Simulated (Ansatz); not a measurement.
**Mg3Te: equation of state with PBE**

Mg3Te:

```
Te Mg
1.0
    -2.13936    2.13936    5.28249
     2.13936   -2.13936    5.28249
     2.13936    2.13936   -5.28249
Te Mg
1 3
Cartesian
  0.0000 0.0000 0.0000
  2.1394 0.0000 2.6412
  0.0000 2.1394 2.6412
  0.0000 0.0000 5.2825
```

The cell comes from a database or a generator and needn't be the stable form of this composition.

```json
{
 "Program": "Ansatz 0.2.0",
 "Task": "equation of state",
 "Functional": "PBE",
 "Potentials or basis": "Ansatz PAW",
 "Cutoff": "420 eV",
 "Density cutoff": "1680 eV",
 "k mesh": "9 × 9 × 9",
 "Occupations": "fermi-dirac, width 0.05 eV",
 "Spin": "no spin polarisation"
}
```

```yaml
Equilibrium_volume: 24.27 Å³/atom
Bulk_modulus_at_fixed_shape_and_positions: 37 GPa
Pressure_derivative_of_the_bulk_modulus: 4.2
```

Energy against volume, from the lowest point:
| volume (Å³/atom) | energy (meV/atom) |
| --- | --- |
| 22.727 | 12.72 |
| 23.210 | 5.77 |
| 23.694 | 1.62 |
| 24.177 | 0.00 |
| 24.661 | 0.65 |
| 25.144 | 3.35 |
| 25.628 | 7.91 |

All runs of the series together: 77 s on 2 threads of AMD EPYC 7571, with other jobs on the host.

Caveat: the cell was scaled at fixed shape and fractional positions, which overstates the stiffness of a crystal with free parameters, most of all of layers and chains. The run has no spin-orbit coupling, so splittings on Te are missing.
